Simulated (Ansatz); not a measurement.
**CHClSi₂: functionals against CCSD(T) at one geometry**

One table from this session's results is given with a row withheld; the runs are named, their logs left out.

Method: single points in def2-TZVPP; program: Ansatz 0.2.0, Gaussian basis.

Correlated methods freeze the cores. B3LYP uses VWN-RPA correlation.

## The starting structure

SMILES `Cl[Si]1=[Si]=C1`, 5 atoms, charge 0, spin multiplicity 1.

Atoms are counted from 1 here; the program's logs count them from 0.

Bond lengths: Cl1–Si2 2.044 Å, Si2–Si3 2.259 Å, Si2–C4 1.764 Å, Si3–C4 1.851 Å, C4–H5 1.089 Å. Angles: Cl1–Si2–Si3 168.8°, Cl1–Si2–C4 116.1°, Si3–Si2–C4 53.1°, Si2–Si3–C4 49.6°, Si2–C4–Si3 77.3°, Si2–C4–H5 144.8°, Si3–C4–H5 137.7°.

Geometry (Å):

```xyz
5

Cl   -1.9136   -1.5020    0.7508
Si   -0.9569   -0.0210   -0.2830
Si    0.4686    1.4200   -1.2801
C     0.7560    0.1961    0.0786
H     1.5967   -0.1772    0.6620
```

Set-up of the first run:

The input, run/in.yaml:

```yaml
crystal:
  periodic: [false, false, false]
  atoms:
    - {symbol: Cl, position_ang: [-1.913600, -1.502000, 0.750800]}
    - {symbol: Si, position_ang: [-0.956900, -0.021000, -0.283000]}
    - {symbol: Si, position_ang: [0.468600, 1.420000, -1.280100]}
    - {symbol: C, position_ang: [0.756000, 0.196100, 0.078600]}
    - {symbol: H, position_ang: [1.596700, -0.177200, 0.662000]}
basis:
  gaussian: {orbitals: def2-TZVPP}
correlation: {method: ccsd_t}
output: {forces: true}
```

No record of the launch command was kept for these runs.

Steps of the session up to this table: CCSD(T)/def2-TZVPP; PBE0-D4/def2-TZVPP; wB97M-V/def2-TZVPP; r2SCAN-D4/def2-TZVPP; PBE-D4/def2-TZVPP; B3LYP-D4/def2-TZVPP; revPBE-D4/def2-TZVPP.

One of the session's tables, all rows but one given; the rest of the session is left out.

```
   method  RMS force component (eV/Å)  angle to CCSD(T) forces (°)  dipole (D)
  CCSD(T)                       0.354                    reference        0.56
  PBE0-D4                       0.433                         24.7        0.59
  wB97M-V                       0.495                         25.0        0.81
r2SCAN-D4                       0.391                         21.7        0.53
   PBE-D4                           ?                            ?           ?
 B3LYP-D4                       0.419                         18.3        0.65
revPBE-D4                       0.302                         25.3        0.53
```

**Question.** Estimate the row for PBE-D4.

As computed: RMS force component (eV/Å): 0.321; angle to CCSD(T) forces (°): 20.7; dipole (D): 0.54. In the column «RMS force component (eV/Å)» it lies between revPBE-D4 (0.302) and CCSD(T) (0.354).
